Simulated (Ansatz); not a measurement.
# CoNH3 (quartet): wave-function methods side by side, def2-SVP

An exercise on one series of results from a longer session: the logs are not shown, and one member is left open.

Program: Ansatz 0.2.0, Gaussian basis. Level of theory: def2-SVP, core rule «outside noble gas», up to 10 orbitals frozen. These are calculated values, not measurements.

Plan: UHF; CCSD(T) on ROHF; CCSD(T) on UHF; CISD; CCSDT(Q) on ROHF; CCSDT(Q) on UHF; CASSCF and NEVPT2, 17 electrons in 13 orbitals.

5 further runs of the same task are left out: 5 set aside as unsound or not needed.

### The system

The geometry is a PBE0/def2-TZVP stationary point (not a proven minimum) of the parent state, kept for this charge and spin.

5 atoms, charge 0, spin multiplicity 4.

Atoms are counted from 1 here; the program's logs count them from 0.

Bond lengths: Co1–N2 2.025 Å, N2–H3 1.017 Å, N2–H4 1.017 Å, N2–H5 1.017 Å. Angles: Co1–N2–H3 111.4°, Co1–N2–H4 111.4°, Co1–N2–H5 111.4°, H3–N2–H4 107.5°, H3–N2–H5 107.5°, H4–N2–H5 107.5°.

The first run:

Input file in.yaml:

```yaml
crystal:
  periodic: [false, false, false]
  atoms:
    - {symbol: Co, position_ang: [-0.468717, 0.003975, 0.002965]}
    - {symbol: N, position_ang: [1.556086, -0.013196, -0.009844]}
    - {symbol: H, position_ang: [1.919146, -0.963427, -0.007217]}
    - {symbol: H, position_ang: [1.936371, 0.461463, 0.805533]}
    - {symbol: H, position_ang: [1.925921, 0.452935, -0.834890]}
basis:
  gaussian: {orbitals: def2-SVP}
magnetization: {spin_polarized: true, initial_magnetization: 3}
hamiltonian: {xc: hf}
output: {orbitals: {seedname: orbitals}}
```

Started as:

```
> ansatz run in.yaml --threads 1 --pin off --events-out ev --progress --plain --max-ram 2816MiB --backend cpu
```

Steps of the session up to this table: UHF; CCSD(T) on ROHF; CCSD(T) on UHF; CISD; CCSDT(Q) on ROHF; CCSDT(Q) on UHF; CASSCF and NEVPT2, 17 electrons in 13 orbitals.

One table of the session follows, with a row left open; its other results are not shown here.

It belongs to the step «Misses and costs». 

| method | from RCCSDT(Q) (meV) |
| --- | --- |
| ROHF | +10451.6 |
| UHF | +10259.3 |
| RMP2 | +1156.4 |
| UMP2 | +1017.4 |
| CISD | +1369.2 |
| RCCSD | ? |
| UCCSD | +214.1 |
| RCCSD(T) | +52.1 |
| UCCSD(T) | -37.3 |
| RCCSDT | +15.0 |
| UCCSDT | -67.0 |
| RCCSDT(Q) | 0 |
| UCCSDT(Q) | -80.2 |
| CASSCF valence | +8468.7 |
| NEVPT2 valence | +1958.9 |

**Question.** Estimate the row for RCCSD.

**Answer.** from RCCSDT(Q) (meV): +304.0. In the column «from RCCSDT(Q) (meV)» it lies between UCCSD (+214.1) and UMP2 (+1017.4).

Caveats from the session: Restricted and unrestricted rows rest on different reference determinants; where their highest levels disagree by more than a few hundredths of an eV, they describe different states and don't form one ladder.
